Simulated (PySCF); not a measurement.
# C10H15O: the cost of one run

Programs: PySCF 2.14.0, with routines of our own; each step states its level. All values are computed. Atoms count from 0.

## 1. The system as given

26 atoms, charge 0, multiplicity 2; geometry from: GFN2-xTB.

## 2. Open-shell or spin-flip excitations: unrestricted TDA CAM-B3LYP/def2-SVP

What the job is given:

```
{"job": {"kind": "uabs", "xc": "CAM-B3LYP", "basis": "def2-SVP", "nstates": 10, "tda": true}, "charge": 0, "multiplicity": 2}
C      0.862725    -2.803046     2.167003
C      0.401071    -2.013711     1.173358
C      0.575567    -0.612590     1.150135
C      0.192682     0.413582     0.241471
C     -0.564757     0.359384    -1.068951
C     -1.824328     1.227245    -0.928428
C      0.340610     0.935706    -2.167668
C     -0.999560    -1.040522    -1.499029
C      0.647669     1.592898     0.759579
C      1.345843     1.327029     2.042790
O      1.256516    -0.068670     2.213841
H      1.396424    -2.392366     3.004722
H      0.707877    -3.866761     2.147153
H     -0.127534    -2.467911     0.354307
H     -2.394925     1.213198    -1.854780
H     -2.455741     0.846067    -0.128532
H     -1.567049     2.257608    -0.699425
H      0.616737     1.963399    -1.949409
H      1.251544     0.346804    -2.250777
H     -0.172972     0.914191    -3.126508
H     -1.671272    -1.481919    -0.767657
H     -1.533053    -0.972773    -2.445835
H     -0.139054    -1.687666    -1.645968
H      0.550590     2.581503     0.359137
H      0.876474     1.828758     2.904047
H      2.406871     1.623173     2.028699
```

Level: unrestricted TDA CAM-B3LYP/def2-SVP, vertical, gas phase, core orbitals frozen in the response.

Launch:

```
$ OMP_NUM_THREADS=2 python excited_run.py task.json out
```

One launch serves the whole session: the jobs run in the order shown.

**Question.** How long does this first job take on 2 threads of Arm Neoverse N1, shared host, and how much memory does it need?

About 4.4 min, with a peak of 1.2 GiB.
